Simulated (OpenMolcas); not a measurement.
# Ru⁵⁺ among point charges: CASSCF and CASPT2 levels and susceptibility

Aim: the splitting of the states of Ru⁵⁺ in the field of 4 point charges, its lowest levels with spin-orbit coupling and its magnetic susceptibility.

Program: OpenMolcas 26.06. Level of theory: state-averaged CASSCF and CASPT2, spin-orbit coupling by RASSI with atomic mean-field integrals. These are calculated values, not measurements, unless marked.

### Step 1. The atom as given

```
Species                           : Ru⁵⁺ (ruthenium, Z = 44, 39 electrons)
Basis                             : ANO-RCC-VTZP [7s6p4d2f1g], 68 functions
Scalar Hamiltonian                : DKH2, point nucleus
Inactive shells                   : 1s 2s 2p 3s 3p 3d 4s 4p
Active space                      : 3 electrons in 5 orbitals (4d)
Some configurations of this space : 4d³
Orbitals                          : optimised for each spin and parity, averaged over all roots
```

Outer shells as boxes (Hund's rule):

4d3
```
4d [↑ ][↑ ][↑ ][  ][  ]
```

The ion sits among 4 point charges of -2.5 e arranged as a tetrahedron (Td), 2.27 Å from the ion.

Each step is its own input file, run in one work folder so that later steps find the files of earlier ones. Labels, J, g values, rates, χT and fits are worked out afterwards by a script from the matrices that RASSI stores.

### Step 2. GATEWAY and SEWARD: basis and integrals

Contents of a.inp:

```
&GATEWAY
Coord
1

Ru 0.0 0.0 0.0
Basis=ANO-RCC-VTZP
Group=NoSym
NoMove
AngMom=0.0 0.0 0.0
AMFI
XField
4 Angstrom 0
1.310585 1.310585 1.310585 -2.500000
1.310585 -1.310585 -1.310585 -2.500000
-1.310585 1.310585 -1.310585 -2.500000
-1.310585 -1.310585 1.310585 -2.500000
&SEWARD
```

Started as:

```
$ OMP_NUM_THREADS=1 MOLCAS_MEM=1689 MOLCAS_PROJECT=a pymolcas a.inp > a.log
```

### Step 3. CASSCF: quartets, 10 roots

Contents of a.inp:

```
&RASSCF
FileOrb=start.orb
Symmetry=1
Spin=4
nActEl=3 0 0
Inactive=18
Ras2=5
CIRoot=10 10 1
SDav=10
CIMx=300
Iter=120 100
PrWF=0.3
OrbListing=Nothing
MaxOrb=0
>>> COPY $Project.JobIph JOB001
```

start.orb holds the contracted functions of the basis, ordered by shell, or the orbitals of the step before.

### Step 4. CASSCF: doublets, 40 roots

Contents of a.inp:

```
&RASSCF
FileOrb=start.orb
Symmetry=1
Spin=2
nActEl=3 0 0
Inactive=18
Ras2=5
CIRoot=40 40 1
SDav=40
CIMx=300
Iter=120 100
PrWF=0.3
OrbListing=Nothing
MaxOrb=0
>>> COPY $Project.JobIph JOB002
```

### Step 5. RASSI: spin-orbit coupling between the states

Contents of a.inp:

```
&RASSI
NrOfJobIphs=2 10 40
1 2 3 4 5 6 7 8 9 10
1 2 3 4 5 6 7 8 9 10 11 12 13 14 15 16 17 18 19 20 21 22 23 24 25 26 27
28 29 30 31 32 33 34 35 36 37 38 39 40
IphNames
JOB001
JOB002
EJob
SpinOrbit
DIPRint=1.0
SOCoupling=1000.0
Subsets=2
Property=9
'ANGMOM' 1 'ANGMOM' 2 'ANGMOM' 3 'MLTPL  1' 1 'MLTPL  1' 2 'MLTPL  1' 3
'AMFI' 1 'AMFI' 2 'AMFI' 3
SOProperty=3
'ANGMOM' 1 'ANGMOM' 2 'ANGMOM' 3
```

### Step 6. CASPT2: IPEA 0.25, imaginary shift 0.1 (closed shells correlated: 4s 4p)

Contents of a.inp:

```
>>> COPY JOB001 $Project.JobIph
&CASPT2
Multistate=10 1 2 3 4 5 6 7 8 9 10
NoMult
Frozen=14
IPEA=0.25
Imaginary=0.1
MaxIter=60
WThr=0.0 0.3 0.05
PrWF=0.5
NoMix
>>> COPY JOB002 $Project.JobIph
&CASPT2
Multistate=40 1 2 3 4 5 6 7 8 9 10 11 12 13 14 15 16 17 18 19 20 21 22
23 24 25 26 27 28 29 30 31 32 33 34 35 36 37 38 39 40
NoMult
Frozen=14
IPEA=0.25
Imaginary=0.1
MaxIter=60
WThr=0.0 0.3 0.05
PrWF=0.5
NoMix
```

(Steps that only read results are left out.)

What does the calculation give? Wanted: spin-free ground state; first state of the same spin within the active space; lowest level; next level.

**Answer**, as computed:

```
                                            quantity                                                                        value
                                              method  SS-CASPT2, IPEA 0.25, imaginary shift 0.1 (closed shells correlated: 4s 4p)
                              spin-free ground state                                              4T1, 3-fold in its orbital part
first state of the same spin within the active space                                                             4T2 at 1170 cm⁻¹
                                        lowest level                                                                    4-fold Γ8
                                          next level                                                                  1090.1 cm⁻¹
                                         χT at 300 K                                                               0.19 cm³ K/mol
                           effective moment at 300 K                                                                      1.24 μB
```

Cost by method:

```tsv
method	time of its own steps	time with the reference
A. CASSCF	15 s	15 s
B. SS-CASPT2, IPEA 0.25, imaginary shift 0.1, +4s 4p	16 s	31 s
```

Times are of one thread on a shared host.

What this shows: The spin-free ground state (4T1) comes to 100 % from free-ion F terms and keeps the highest spin of the shell. χT at 300 K is 0.19, against 1.88 cm³ K/mol for the spin alone, so spin-orbit coupling lowers it. A ligand-field fit to the states below 45000 cm-1 gives 10Dq = -1663 cm-1, B = 808 cm-1 and C = 3530 cm-1 (C/B = 4.37), with a deviation of 310 cm-1. CASPT2 does not keep the components of a term degenerate, and the means are used. The field of point charges can differ much from that of real complexes. Point charges carry no covalency, so the field is a model and not that of real ligands.
